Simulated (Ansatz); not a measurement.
I need energies of removing a hydrogen of BH7SeSi2, SMILES B[SiH2][Se][SiH3]. Use the Ansatz DFT code, driven from Python. Settings (for the species named): MP2, def2-SVP basis, multiplicity 1.

```yaml
atoms:
  - { symbol: B, position_ang: [-0.9312, 1.5767, -0.5991] }
  - { symbol: Si, position_ang: [0.8546, 1.0267, -0.4202] }
  - { symbol: Se, position_ang: [1.0896, -0.0528, 1.5585] }
  - { symbol: Si, position_ang: [0.0236, -1.8459, 0.8042] }
  - { symbol: H, position_ang: [-1.3102, 2.2023, -1.5972] }
  - { symbol: H, position_ang: [-1.7667, 1.4018, 0.2364] }
  - { symbol: H, position_ang: [1.7707, 2.2050, -0.4474] }
  - { symbol: H, position_ang: [1.2465, 0.1467, -1.5352] }
  - { symbol: H, position_ang: [0.6144, -2.3855, -0.3449] }
  - { symbol: H, position_ang: [-1.4182, -1.4444, 0.4898] }
  - { symbol: H, position_ang: [-0.1077, -2.8877, 1.8757] }
```

Script `bde_bh7sesi2.py`:
```python
"""X-H bond energies of BH7SeSi2 without relaxation."""

import ansatz as az


def single_point(molecule, charge=0, unpaired=0):
    calc = molecule.calculation().basis(gaussian="def2-SVP").correlation("mp2").accuracy("medium")
    if charge:
        calc = calc.charge(charge)
    if unpaired:
        calc = calc.spin("collinear", total=unpaired)
    return calc.run(threads=1, pin="off").report["free_energy_ev"]

def without(molecule, index):
    rest = az.Crystal.molecule()
    for i, site in enumerate(molecule.cartesian_sites):
        if i != index:
            rest = rest.atom(site.symbol, site.position_ang)
    return rest

bh7sesi2 = (
    az.Crystal.molecule()
    .atom("B", (-0.9312, 1.5767, -0.5991))
    .atom("Si", (0.8546, 1.0267, -0.4202))
    .atom("Se", (1.0896, -0.0528, 1.5585))
    .atom("Si", (0.0236, -1.8459, 0.8042))
    .atom("H", (-1.3102, 2.2023, -1.5972))
    .atom("H", (-1.7667, 1.4018, 0.2364))
    .atom("H", (1.7707, 2.205, -0.4474))
    .atom("H", (1.2465, 0.1467, -1.5352))
    .atom("H", (0.6144, -2.3855, -0.3449))
    .atom("H", (-1.4182, -1.4444, 0.4898))
    .atom("H", (-0.1077, -2.8877, 1.8757))
)

whole = single_point(bh7sesi2, 0)
hydrogen = single_point(az.Crystal.molecule().atom("H", (0, 0, 0)), 0, 1)
print(f"E(molecule) = {whole:.5f} eV, E(H) = {hydrogen:.5f} eV")
for index in [5, 7, 10]:
    radical = single_point(without(bh7sesi2, index), 0, 1)
    print(f"H{index}: homolysis {(radical + hydrogen - whole):.3f} eV")
```

```console
$ python bde_bh7sesi2.py
E(molecule) = -81810.53040 eV, E(H) = -13.58606 eV
H5: homolysis 4.424 eV
H7: homolysis 3.494 eV
H10: homolysis 3.826 eV
```

What to keep in mind:
- The settings weren't tested for convergence.
- The geometry is a force-field or estimated start, not a minimum of this method, and the basis set is short of its limit. All parts are taken at fixed geometry, without zero-point energy.
- The spin-orbit lowering of heavy atoms is left out.
- Hardware and time: 25 s on 1 thread of Arm Neoverse V2 (shared host), peak memory 0.41 GiB.
